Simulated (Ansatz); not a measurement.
# CdAg2F6: the cost of one run

Method: DFT PBE, scalar-relativistic, plane waves, PAW, in Ansatz 0.2.0.

## 1. The structure to begin with

Symmetry: Fm-3m, No. 225, cubic system. Conventional cell: a = 8.057 Å, b = 8.057 Å, c = 8.057 Å, α = 90.00°, β = 90.00°, γ = 90.00°. Cd (site symmetry m-3m) is surrounded by 6 F at 2.01 Å. Ag (site symmetry -43m) is surrounded by 12 F at 2.85 Å. Around F (site symmetry 4mm) lie 1 Cd at 2.01 Å and 4 Ag at 2.85 Å.

Coordinates:

```cif
data_structure
_symmetry_space_group_name_H-M 'P 1'
_symmetry_Int_Tables_number 1
_cell_length_a 5.6970
_cell_length_b 5.6970
_cell_length_c 5.6970
_cell_angle_alpha 60.000
_cell_angle_beta 60.000
_cell_angle_gamma 60.000
_cell_volume 130.74
loop_
_atom_site_label
_atom_site_type_symbol
_atom_site_fract_x
_atom_site_fract_y
_atom_site_fract_z
_atom_site_occupancy
Cd1 Cd 0.00000 0.00000 0.00000 1
Ag1 Ag 0.25000 0.25000 0.25000 1
Ag2 Ag 0.75000 0.75000 0.75000 1
F1 F 0.75000 0.25000 0.25000 1
F2 F 0.25000 0.75000 0.75000 1
F3 F 0.25000 0.75000 0.25000 1
F4 F 0.75000 0.25000 0.75000 1
F5 F 0.25000 0.25000 0.75000 1
F6 F 0.75000 0.75000 0.25000 1
```

Recipe of the guess: ordered vacancies on the cation sites of perovskite (Fm-3m, No. 225). Its size is a rough estimate.

## 2. A first look at the guess

Input file input.yaml:

```yaml
crystal:
  lattice:
    - [0.0, 4.02838938, 4.02838938]
    - [4.02838938, 0.0, 4.02838938]
    - [4.02838938, 4.02838938, 0.0]
  atoms:
    - { symbol: Cd, position: [0.0, 0.0, 0.0] }
    - { symbol: Ag, position: [0.25, 0.25, 0.25] }
    - { symbol: Ag, position: [0.75, 0.75, 0.75] }
    - { symbol: F, position: [0.75, 0.25, 0.25] }
    - { symbol: F, position: [0.25, 0.75, 0.75] }
    - { symbol: F, position: [0.25, 0.75, 0.25] }
    - { symbol: F, position: [0.75, 0.25, 0.75] }
    - { symbol: F, position: [0.25, 0.25, 0.75] }
    - { symbol: F, position: [0.75, 0.75, 0.25] }
basis:
  ecutwfc: 420
kpoints:
  mp_grid: { grid: [4, 4, 4] }
hamiltonian:
  xc: pbe
scf:
  occupations: { method: gaussian, width: 0.1 }
  lower_state_search: "off"
output:
  forces: true
  stress: true
  eigenvalues: true
```

Launch:

```
ansatz run input.yaml --threads 1 --pin off --max-ram 2048MiB --backend cpu --events-out ev --progress --plain --runs-dir out
```

Q: Estimate wall time and peak memory on 1 thread of Arm Neoverse V2, shared host.

About 3.4 s, with a peak of 0.4 GiB.
